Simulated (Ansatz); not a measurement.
# C₂H₇BrSi: a ladder of functionals and wavefunction methods

One table from this session's results is given with a row withheld; the runs are named, their logs left out.

The runs use Ansatz 0.2.0, Gaussian basis; functionals in def2-TZVPP, the program's frozen cores in correlated methods.

Plan: LDA (SPW92), PBE-D4, revPBE-D4, BLYP-D4, r2SCAN-D4, B97M-V, PBE0-D4, B3LYP-D4, r2SCANh-D4, r2SCAN0-D4, HSE06-D4, BHLYP-D4, CAM-B3LYP-D4, LC-ωPBE, ωB97X-V, ωB97M-V, B2PLYP, PBE-QIDH; CCSD(T)/def2-SVP; CCSD(T)/def2-TZVPP; MP2/def2-QZVPP; extrapolation to the limit; RPA on PBE.

**The relaxed structure**

All runs share one geometry, relaxed beforehand with PBE0-D4 in a triple-zeta def2 set.

SMILES `CC([SiH3])Br`, 11 atoms, charge 0, spin multiplicity 1.

Atoms are counted from 1 here; the program's logs count them from 0.

Bond lengths: C1–C2 1.513 Å, C1–H5 1.092 Å, C1–H6 1.095 Å, C1–H7 1.092 Å, C2–Si3 1.887 Å, C2–Br4 1.965 Å, C2–H8 1.091 Å, Si3–H9 1.491 Å, Si3–H10 1.484 Å, Si3–H11 1.483 Å. Angles: C2–C1–H5 111.4°, C2–C1–H6 109.4°, C2–C1–H7 111.5°, H5–C1–H6 108.1°, H5–C1–H7 108.2°, H6–C1–H7 108.2°, C1–C2–Si3 114.7°, C1–C2–Br4 110.3°, C1–C2–H8 110.9°, Si3–C2–Br4 106.3°, Si3–C2–H8 110.2°, Br4–C2–H8 103.9°, C2–Si3–H9 108.6°, C2–Si3–H10 108.9°, C2–Si3–H11 110.2°, H9–Si3–H10 109.2°, H9–Si3–H11 109.3°, H10–Si3–H11 110.5°.

Set-up of the first run:

in.yaml reads:

```yaml
crystal:
  periodic: [false, false, false]
  atoms:
    - {symbol: C, position_ang: [-0.597208, 1.257714, -0.297342]}
    - {symbol: C, position_ang: [-0.557830, -0.252275, -0.214063]}
    - {symbol: Si, position_ang: [0.975916, -0.954151, 0.631173]}
    - {symbol: Br, position_ang: [-0.599654, -1.034442, -2.016301]}
    - {symbol: H, position_ang: [0.281124, 1.650787, -0.813133]}
    - {symbol: H, position_ang: [-0.614155, 1.677959, 0.713513]}
    - {symbol: H, position_ang: [-1.486664, 1.606181, -0.826009]}
    - {symbol: H, position_ang: [-1.460915, -0.639237, 0.260555]}
    - {symbol: H, position_ang: [1.038375, -0.422290, 2.022165]}
    - {symbol: H, position_ang: [2.180993, -0.512517, -0.113997]}
    - {symbol: H, position_ang: [0.905319, -2.434628, 0.674039]}
basis:
  gaussian: {orbitals: def2-TZVPP}
hamiltonian: {xc: lda}
output: {orbitals: {seedname: orbitals}}
```

Started as:

```sh
$ ansatz run in.yaml --threads 4 --pin off --events-out ev --progress --plain --max-ram 10444MiB
```

Among the steps run: LDA; PBE-D4 (GGA); revPBE-D4 (GGA); BLYP-D4 (GGA); r2SCAN-D4 (meta-GGA); B97M-V (meta-GGA); B3LYP-D4 (hybrid); r2SCANh-D4 (hybrid); r2SCAN0-D4 (hybrid); HSE06-D4 (hybrid); BHLYP-D4 (hybrid); CAM-B3LYP-D4 (range-separated); LC-ωPBE (range-separated); ωB97X-V (range-separated); ωB97M-V (range-separated); B2PLYP (double hybrid); PBE-QIDH (double hybrid).

One table of the session follows, with a row left open; its other results are not shown here.

It belongs to the step «Frontier levels by functional». 

| functional | HOMO (eV) | gap (eV) |
| --- | --- | --- |
| LDA (SPW92) | -6.61 | 5.05 |
| PBE-D4 | -6.48 | 5.13 |
| revPBE-D4 | -6.43 | 5.17 |
| BLYP-D4 | -6.33 | 5.11 |
| r2SCAN-D4 | -6.76 | 5.66 |
| B97M-V | -6.90 | 5.79 |
| PBE0-D4 | -7.72 | 7.36 |
| B3LYP-D4 | -7.48 | 6.89 |
| r2SCANh-D4 | -7.21 | 6.48 |
| r2SCAN0-D4 | ? | ? |
| HSE06-D4 | -7.32 | 6.58 |
| BHLYP-D4 | -8.83 | 9.49 |
| CAM-B3LYP-D4 | -9.05 | 9.78 |
| LC-ωPBE | -10.42 | 12.36 |
| ωB97X-V | -10.07 | 11.86 |
| ωB97M-V | -9.94 | 11.49 |

Q: Estimate the row for r2SCAN0-D4 from the others.

Worked estimate for «HOMO (eV)». Against the share of exact exchange, r2SCAN-D4 (0, -6.76), r2SCANh-D4 (0.1, -7.21) give a slope of -4.50 per unit share; at 0.25 the line stands at -7.88.

The run gave: HOMO (eV): -7.90; gap (eV): 7.69. In «HOMO (eV)» the line misses by +0.02.
